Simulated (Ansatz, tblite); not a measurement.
# C17H12F6S3: one state, many levels

How do method and basis change the picture of C17H12F6S3 (singlet)?

Computed with Ansatz 0.2.0, Gaussian basis. Level: as each input shows.

Plan: GFN1-xTB, GFN2-xTB, PBE-D4/def2-TZVP, r2SCAN-D4/def2-TZVP, PBE+5HF/def2-SVP, PBE+10HF/def2-SVP, PBE+15HF/def2-SVP, PBE+35HF/def2-SVP, PBE+50HF/def2-SVP, PBE-D4/def2-SVP, PBE0-D4/def2-SVP.

1 further run of the same task is left out (set aside as unsound or not needed).

## (1) The geometry

The geometry is that of the singlet, from an earlier relaxation (PBE-D4/def2-SVP).

SMILES `Cc1cc(-c2sc(C(F)(F)F)cc2C)sc1-c1cc(C)c(C(F)(F)F)s1`, 38 atoms, charge 0, spin multiplicity 1.

Bond lengths: C1–C2 1.501 Å, C1–H27 1.107 Å, C1–H28 1.111 Å, C1–H29 1.111 Å, C2–C3 1.419 Å, C2–C16 1.406 Å, C3–C4 1.396 Å, C3–H30 1.100 Å, C4–C5 1.445 Å, C4–S15 1.751 Å, C5–S6 1.754 Å, C5–C13 1.405 Å, S6–C7 1.734 Å, C7–C8 1.496 Å, C7–C12 1.382 Å, C8–F9 1.353 Å, C8–F10 1.358 Å, C8–F11 1.356 Å and more. Angles: C2–C1–H27 110.8°, C2–C1–H28 111.8°, C2–C1–H29 111.8°, H27–C1–H28 107.7°, H27–C1–H29 107.8°, H28–C1–H29 106.7°, C1–C2–C3 123.3°, C1–C2–C16 124.8°, C3–C2–C16 111.9°, C2–C3–C4 114.9°, C2–C3–H30 122.7°, C4–C3–H30 122.4°, C3–C4–C5 127.9°, C3–C4–S15 109.6°, C5–C4–S15 122.5°, C4–C5–S6 118.2°, C4–C5–C13 130.6°, S6–C5–C13 111.2° and more.

PBE0-D4/def2-TZVP was run before; its log isn't repeated, and its numbers join the tables.

## (2) GFN1-xTB

Tight binding, by tblite at 300 K electronic temperature and without a spin-polarisation term:

```python
tblite.interface.Calculator('GFN1-xTB', numbers, positions, charge=0, uhf=0).singlepoint()
```

Energy -2296.3980 eV, HOMO -11.09 eV, LUMO -9.12 eV; 0.093 s.

## (3) GFN2-xTB

Tight binding, by tblite at 300 K electronic temperature and without a spin-polarisation term:

```python
tblite.interface.Calculator('GFN2-xTB', numbers, positions, charge=0, uhf=0).singlepoint()
```

Energy -2195.4179 eV, HOMO -10.45 eV, LUMO -8.51 eV; 0.094 s.

## (4) PBE-D4/def2-TZVP

start.molden holds the orbitals of an earlier run on this state, given as this run's starting guess.

in.yaml

```yaml
crystal:
  periodic: [false, false, false]
  atoms:
    - {symbol: C, position_ang: [0.859540, 2.055195, 2.528596]}
    - {symbol: C, position_ang: [0.174694, 1.213716, 1.491162]}
    - {symbol: C, position_ang: [-1.236181, 1.108719, 1.381528]}
    - {symbol: C, position_ang: [-1.686424, 0.273405, 0.358250]}
    - {symbol: C, position_ang: [-3.052414, -0.018381, -0.012752]}
    - {symbol: S, position_ang: [-4.334845, 0.892308, 0.763510]}
    - {symbol: C, position_ang: [-5.552168, 0.023095, -0.113616]}
    - {symbol: C, position_ang: [-7.003979, 0.342901, 0.057228]}
    - {symbol: F, position_ang: [-7.771605, -0.577255, -0.570262]}
    - {symbol: F, position_ang: [-7.324519, 1.557984, -0.456233]}
    - {symbol: F, position_ang: [-7.364840, 0.368827, 1.364183]}
    - {symbol: C, position_ang: [-4.996931, -0.912292, -0.965416]}
    - {symbol: C, position_ang: [-3.572592, -0.952185, -0.925326]}
    - {symbol: C, position_ang: [-2.752726, -1.893057, -1.760492]}
    - {symbol: S, position_ang: [-0.315141, -0.406768, -0.492683]}
    - {symbol: C, position_ang: [0.835219, 0.436226, 0.523715]}
    - {symbol: C, position_ang: [2.243741, 0.244052, 0.266176]}
    - {symbol: C, position_ang: [2.827007, -0.517511, -0.751853]}
    - {symbol: C, position_ang: [4.247271, -0.518587, -0.749070]}
    - {symbol: C, position_ang: [5.104110, -1.247219, -1.746417]}
    - {symbol: C, position_ang: [4.745318, 0.260617, 0.293188]}
    - {symbol: C, position_ang: [6.181499, 0.490192, 0.634965]}
    - {symbol: F, position_ang: [6.877536, 0.999446, -0.415072]}
    - {symbol: F, position_ang: [6.312623, 1.352590, 1.670950]}
    - {symbol: F, position_ang: [6.812834, -0.663655, 0.984369]}
    - {symbol: S, position_ang: [3.491399, 0.978171, 1.252418]}
    - {symbol: H, position_ang: [0.118413, 2.580266, 3.160706]}
    - {symbol: H, position_ang: [1.501246, 1.443754, 3.198089]}
    - {symbol: H, position_ang: [1.517407, 2.822832, 2.068570]}
    - {symbol: H, position_ang: [-1.924736, 1.639726, 2.054764]}
    - {symbol: H, position_ang: [-5.606642, -1.563689, -1.605797]}
    - {symbol: H, position_ang: [-2.135563, -1.350985, -2.508627]}
    - {symbol: H, position_ang: [-3.405945, -2.595462, -2.312613]}
    - {symbol: H, position_ang: [-2.053101, -2.493648, -1.142086]}
    - {symbol: H, position_ang: [2.230458, -1.067306, -1.494151]}
    - {symbol: H, position_ang: [5.888555, -1.843730, -1.240268]}
    - {symbol: H, position_ang: [5.625323, -0.534539, -2.417909]}
    - {symbol: H, position_ang: [4.496170, -1.927761, -2.371734]}
basis:
  gaussian: {orbitals: def2-TZVP, fitting: {mean_field: def2-universal-jkfit}, initial_orbitals: start.molden}
hamiltonian: {xc: pbe, dispersion: d4}
scf: {omitted_lower_state_checks: [starts]}
output: {forces: true, orbitals: {seedname: orbitals}}
```

Started as:

```console
$ ansatz run in.yaml --threads 2 --pin off --events-out ev --progress --plain --max-ram 32768MiB --backend cuda --devices 0, --max-vram 18GiB
```

Further steps of the session: r2SCAN-D4/def2-TZVP; PBE+5HF/def2-SVP; PBE+10HF/def2-SVP; PBE+15HF/def2-SVP; PBE+35HF/def2-SVP; PBE+50HF/def2-SVP; PBE-D4/def2-SVP; PBE0-D4/def2-SVP.

**Question.** What will the summary of the whole plan be? Wanted: gap in def2-TZVP, named functionals, smallest and largest; gap over the share of exact exchange; binding an atom, functionals in def2-TZVP; PBE0 total energy, smallest basis above largest.

**Answer**, as computed:

```
                                                 quantity                                 value
gap in def2-TZVP, named functionals, smallest and largest   2.11 eV (PBE-D4), 3.51 eV (PBE0-D4)
                     gap over the share of exact exchange          2.16 eV at 0, 5.04 eV at 0.5
                binding an atom, functionals in def2-TZVP  4.87 (r2SCAN-D4) to 5.05 eV (PBE-D4)
          PBE0 total energy, smallest basis above largest        49.70 eV (def2-SVP, def2-TZVP)
```

In words: Over the named functionals in def2-TZVP the gap runs from 2.11 eV (PBE-D4) to 3.51 eV (PBE0-D4); exact exchange widens it. Raising the share of exact exchange from 0 to 0.5 moves the HOMO by -1.83 eV and the LUMO by +1.05 eV.
